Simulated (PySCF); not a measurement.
Molecule: OAlS2H3, in a box.

```
O Al S H
1.0
    14.00000    0.00000    0.00000
     0.00000   10.00000    0.00000
     0.00000    0.00000   13.00000
O Al S H
1 1 2 3
Direct
  0.38056 0.52167 0.53990
  0.49814 0.50627 0.51495
  0.59132 0.50503 0.64863
  0.54829 0.48914 0.35660
  0.33106 0.52382 0.48939
  0.67080 0.49173 0.59160
  0.64067 0.48038 0.38368
```

Base run:

```yaml
Program: PySCF 2.14.0
Functional: M06-2X
Potentials_or_basis: cc-pvdz (all-electron)
k_mesh: 1 × 1 × 1
Occupations: fixed
Spin: no spin polarisation
```

Its results: gap between the frontier levels 9.13 eV.

Question: The run is repeated on the same cell with these changes: functional from M06-2X to HCTH407. What comes out?

Answer: Gap between the frontier levels 5.22 eV.

Caveats: this is a molecule in a periodic box at the Γ point, so its band gap is the HOMO-LUMO gap; the basis of atomic orbitals isn't converged, which shifts pressures, moduli and gaps.

